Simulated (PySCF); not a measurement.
**[CeBr2]2+: other functionals and bases at one geometry**

The task here is to estimate one member of a computed series from the others.

Method: several levels, as the steps say, no spin–orbit coupling; program: PySCF 2.14.0.

1 further run of the same task is left out (for a known fault of the program).

## The starting structure

3 atoms, charge 2, spin multiplicity 1.

Bond lengths: Ce1–Br2 2.485 Å, Ce1–Br3 2.485 Å. Angles: Br2–Ce1–Br3 100.9°.

Coordinates:

```
Ce    0.0000    0.0000   -0.9034
Br    1.9162    0.0000    0.6795
Br   -1.9162    0.0000    0.6795
```

Formal oxidation states: Ce +4. The 4f shell is empty and lies in the core potential. An earlier session relaxed this geometry at PBE0, Ce lcecp-2-SVP with ECP46, Br def2-SVP (singlet, point group C2v).

At PBE0 on the finer grid: E = -5185.020129 Eh, frontier levels not given, since the 4f levels lie in the core, Mulliken charge on Ce1 +1.75 e, largest force component 0.012 eV/Å. The large-core potential holds the 4f shell empty.

Levels to run: TPSS; revPBE; PBE0, TZVP. Hardware: 2 threads of Intel Xeon Platinum 8259CL at 2.50GHz (Skylake/Cascade Lake), shared host.

Set-up of the first run:

Contents of run.py (the lines that set the calculation):

```python
mol = gto.M(atom='''
Ce     0.00000     0.00000    -0.90338
Br     1.91619     0.00000     0.67948
Br    -1.91619     0.00000     0.67948''',
    basis={'Ce': 'lcecp-2-SVP', 'Br': 'def2-SVP'},
    ecp={'Ce': 'lcecp-2-SVP'},
    charge=2, spin=0)
mf = dft.RKS(mol, xc='TPSS')
mf.grids.atom_grid = (75, 302)  # f atoms: unpruned, at least (60, 302)
mf = mf.density_fit()  # fitting sets: Ce AutoAux, Br def2-universal-JKFIT
mf.conv_tol = 1e-08; mf.max_cycle = 55
mf.kernel(dm0)  # dm0: the density of the relaxed state
```

Started as:

```bash
> OMP_NUM_THREADS=2 python run.py
```

Among the steps run: TPSS; revPBE; PBE0, TZVP.

One table of the session follows, with a row left open; its other results are not shown here.

```
              level  charge on Ce1 (e)  dipole (D)  largest force component (eV/Å)
PBE0 (relaxed here)               1.75        6.80                            0.01
               TPSS                  ?           ?                               ?
             revPBE               1.63        6.15                            0.70
         PBE0, TZVP               1.84        6.62                            0.06
```

**Question.** Estimate the row for TPSS.

**Answer.** charge on Ce1 (e): 1.70; dipole (D): 6.48; largest force component (eV/Å): 0.69. In the column «charge on Ce1 (e)» it lies between revPBE (1.63) and PBE0 (relaxed here) (1.75).

The dipole of a charged species depends on the origin, so these sizes hold for this origin alone.

The largest leftover force, 0.70 eV/Å with revPBE, stands at a geometry relaxed at another level. With 4f in the core, its levels are missing from HOMO and gap, and its count is fixed, so no charge can pass from the ligands into it. Total energies of different levels can't be compared.
